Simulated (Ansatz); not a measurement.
# C₃H₆SiTe: a ladder of functionals and wavefunction methods

Aim: compute C₃H₆SiTe with functionals from several rungs and with coupled cluster, and see how far each lands from CCSD(T) at the basis-set limit for the atomisation energy.

Method: functionals in def2-TZVPP, the program's frozen cores in correlated methods; program: Ansatz 0.2.0, Gaussian basis.

Levels to be run: PBE-D4, r2SCAN-D4, PBE0-D4, B3LYP-D4, ωB97X-V, ωB97M-V, B2PLYP; CCSD(T)/def2-TZVPP; MP2/def2-QZVPP; extrapolation to the limit.

## Step 1: Structure used throughout

An earlier PBE0-D4/def2-TZVP relaxation fixed the geometry. Te takes the def2 core potential; no spin-orbit term is included.

11 atoms, charge 0, spin multiplicity 1.

Atoms are counted from 1 here; the program's logs count them from 0.

Bond lengths: C1–C2 1.207 Å, C1–H6 1.066 Å, C2–Si3 1.822 Å, Si3–Te4 2.481 Å, Si3–H7 1.484 Å, Si3–H8 1.483 Å, Te4–C5 2.149 Å, C5–H9 1.088 Å, C5–H10 1.088 Å, C5–H11 1.087 Å. Angles: C2–C1–H6 179.5°, C1–C2–Si3 177.7°, C2–Si3–Te4 109.7°, C2–Si3–H7 107.6°, C2–Si3–H8 110.3°, Te4–Si3–H7 112.0°, Te4–Si3–H8 107.3°, H7–Si3–H8 110.0°, Si3–Te4–C5 93.5°, Te4–C5–H9 106.6°, Te4–C5–H10 109.0°, Te4–C5–H11 109.9°, H9–C5–H10 110.1°, H9–C5–H11 110.1°, H10–C5–H11 111.1°.

## Step 2: PBE-D4 (GGA)

Input file in.yaml:

```yaml
crystal:
  periodic: [false, false, false]
  atoms:
    - {symbol: C, position_ang: [-1.562293, 0.815009, 1.871663]}
    - {symbol: C, position_ang: [-0.731578, 0.008607, 1.531245]}
    - {symbol: Si, position_ang: [0.525657, -1.176755, 0.951814]}
    - {symbol: Te, position_ang: [0.301525, -1.503840, -1.497480]}
    - {symbol: C, position_ang: [0.405181, 0.600935, -1.920508]}
    - {symbol: H, position_ang: [-2.298100, 1.521950, 2.180426]}
    - {symbol: H, position_ang: [1.857044, -0.633286, 1.319591]}
    - {symbol: H, position_ang: [0.321389, -2.497881, 1.593439]}
    - {symbol: H, position_ang: [0.209024, 0.714244, -2.985090]}
    - {symbol: H, position_ang: [-0.358781, 1.115748, -1.342493]}
    - {symbol: H, position_ang: [1.396435, 0.978270, -1.681907]}
basis:
  gaussian: {orbitals: def2-TZVPP}
hamiltonian: {xc: pbe, dispersion: d4}
output: {forces: true, orbitals: {seedname: orbitals}}
```

Started as:

```sh
$ ansatz run in.yaml --threads 4 --pin off --events-out ev --progress --plain --max-ram 10444MiB
```

After this run come: r2SCAN-D4 (meta-GGA); PBE0-D4 (hybrid); B3LYP-D4 (hybrid); ωB97X-V (range-separated); ωB97M-V (range-separated); B2PLYP (double hybrid); CCSD(T) in def2-TZVPP; MP2 in def2-QZVPP.

Q: Predict the results of all the runs planned. Wanted: atomisation energy, CCSD(T)/CBS; farthest; mean size of error, hybrid; mean size of error, range-separated; gap, smallest and largest; T1 diagnostic; triples share of the correlation energy.

As calculated:

```
                               quantity                                           value
        atomisation energy, CCSD(T)/CBS                                   4043.0 kJ/mol
 functionals within 40.4 kJ/mol (1.0 %)  r2SCAN-D4, PBE0-D4, B3LYP-D4, ωB97X-V, ωB97M-V
                               farthest                           PBE-D4 (+60.6 kJ/mol)
             mean size of error, hybrid                                     12.7 kJ/mol
    mean size of error, range-separated                                     19.5 kJ/mol
              gap, smallest and largest             3.39 eV (PBE-D4), 9.40 eV (ωB97X-V)
                          T1 diagnostic                                          0.0114
triples share of the correlation energy                                           3.8 %
```

PBE-D4 is off by +60.6 kJ/mol, about 6.1 kJ/mol a bond. Double hybrids carry the basis error of their MP2 part in triple zeta, and no dispersion term here, so their miss is partly the set-up's. The reference freezes the cores and leaves out spin-orbit coupling and excitations past (T), and its outer-core shells are covered unevenly, so misses under about 40.4 kJ/mol can't be ranked. All levels share the lack of spin-orbit coupling, which lowers the free heavy atoms and so the true binding. Hartree-Fock recovers 73 % of the binding; the rest is correlation. The gap grows from 3.4 to 9.4 eV across the functionals, mostly with the share of exact exchange. Correlated methods include outer-core shells of Te, which these sets cover unevenly.
